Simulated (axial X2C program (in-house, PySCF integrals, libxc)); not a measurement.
# CoF⁺: properties at the nuclei

Wanted for CoF⁺: properties at the nuclei, at the two-component level.

Method: two-component X2C with atomic mean-field terms, Co dyall-acv3z, F dyall-av3z; program: an in-house X2C program for linear molecules on PySCF integrals.

All values are calculated.

### 1 The job

Contents of task.json:

```json
{
 "zs": [
  27,
  9
 ],
 "q": 1,
 "bas": [
  "dyall-acv3z",
  "dyall-av3z"
 ],
 "r0": 1.75,
 "levels": [
  "PBE0",
  "HF",
  "B3LYP"
 ],
 "nst": 1,
 "ff": 1,
 "thr": -3.5,
 "nmax": 130,
 "opt": {
  "ecut": 60
 }
}
```

Keys: zs atomic numbers; q charge; bas basis sets; r0 starting distance in Å; levels methods (HF also brings MP2); nst determinants followed; ff finite-field run; thr threshold in hartree for freezing inner shells (an s shell follows its p shell); nmax most natural virtual spinors; ecut virtual cutoff in hartree.

Command:

```
python soeom.py task.json out
```

After this run come: Expectation values, lowest determinant; Finite-field coupled cluster.

Q: Predict the outcome of this session. Wanted: lowest determinant; Eeff magnitude; Ws magnitude Co; A∥/gI Co; qzz Co (for each run or level that gives them).

The runs gave:

| quantity | value |
| --- | --- |
| lowest determinant | Ω = 9/2 (excess of +ω over −ω: ω = 1/2, ω = 3/2, ω = 5/2) |
| Eeff magnitude (GV/cm), PBE0 | 0.686 |
| Ws magnitude Co (kHz), PBE0 | 0.0472 |
| A∥/gI Co (MHz), PBE0 | 460 |
| qzz Co (a.u.), PBE0 | 0.06 |
| Eeff magnitude (GV/cm), CCSD(T) | 0.745 |
| Ws magnitude Co (kHz), CCSD(T) | 0.0526 |
| A∥/gI Co (MHz), CCSD(T) | 436 |
| qzz Co (a.u.), CCSD(T) | 0.10 |

What this shows: In the first state, the effective field runs from 0.627 to 0.686 GV/cm over the mean-field levels. The expectation values come from single determinants, which for open shells can mix terms of unlike spin or miss the lowest Ω, so a determinant need not be a state. Eeff is the effective electric field on the electron dipole moment in this Ω state and Ws the scalar–pseudoscalar constant (defined with the proton number Z and per Ω); A∥ is the parallel hyperfine constant, which follows by multiplying with the nuclear g factor gI = μI/(I μN); qzz is the electric field gradient, eQq0 = 234.96 MHz × Q/barn × qzz. The operators were transformed with the bare-nucleus X2C matrices. Correlation of the inner shells is missing, which matters for properties at the nucleus.
